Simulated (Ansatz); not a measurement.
**Ba2C: a single-point run**

Wanted: a converged single-point run for Ba2C, and a check of what comes out. The structure is shown as the input types it. The cell is built on a prototype (antifluorite) and needn't be the phase found in nature.

Program: Ansatz 0.2.0. Level of theory: density functional or hybrid calculation with the settings of its input, plane waves (as first typed). These are calculated values, not measurements.

## (1) The starting structure

The structure is cubic, space group Fm-3m (No. 225). Conventional cell: a = 7.013 Å, b = 7.013 Å, c = 7.013 Å, α = 90.00°, β = 90.00°, γ = 90.00°. C (site symmetry m-3m) has 8 Ba at 3.04 Å as nearest neighbours. Around Ba (site symmetry -43m) lie 4 C at 3.04 Å.

Structure file:

```
CELL_PARAMETERS angstrom
0.00000 3.50665 3.50665
3.50665 0.00000 3.50665
3.50665 3.50665 0.00000
ATOMIC_POSITIONS crystal
C 0.00000 0.00000 0.00000
Ba 0.25000 0.25000 0.25000
Ba 0.75000 0.75000 0.75000
```

## (2) The calculation

input.yaml reads:

```yaml
crystal:
  lattice:
    - [0.0, 3.5066490218, 3.5066490218]
    - [3.5066490218, 0.0, 3.5066490218]
    - [3.5066490218, 3.5066490218, 0.0]
  atoms:
    - { symbol: C, position: [0.0, 0.0, 0.0] }
    - { symbol: Ba, position: [0.25, 0.25, 0.25] }
    - { symbol: Ba, position: [0.75, 0.75, 0.75] }
kpoints:
  mp_grid: { grid: [4, 4, 4] }
hamiltonian:
  xc: r2scan
scf:
  occupations: { method: cold, width: 1.5 }
  n_extra_bands: 4
output:
  forces: true
  stress: true
  eigenvalues: true
```

Run with:

```sh
$ ansatz run input.yaml --threads 4 --pin off --max-ram 3686MiB --backend cpu --events-out ev --progress --plain --runs-dir out
```

**Question.** How will this run end, and is anything wrong with its input?

The program finished normally. That alone doesn't make the input a sound one.

The suspect setting: scf.occupations.method is cold; scf.occupations.width is 1.5. A smearing this wide moves electrons out of filled levels into empty ones.

Run again and compare: set scf.occupations.method to fermi_dirac and scf.occupations.width to 0.02.
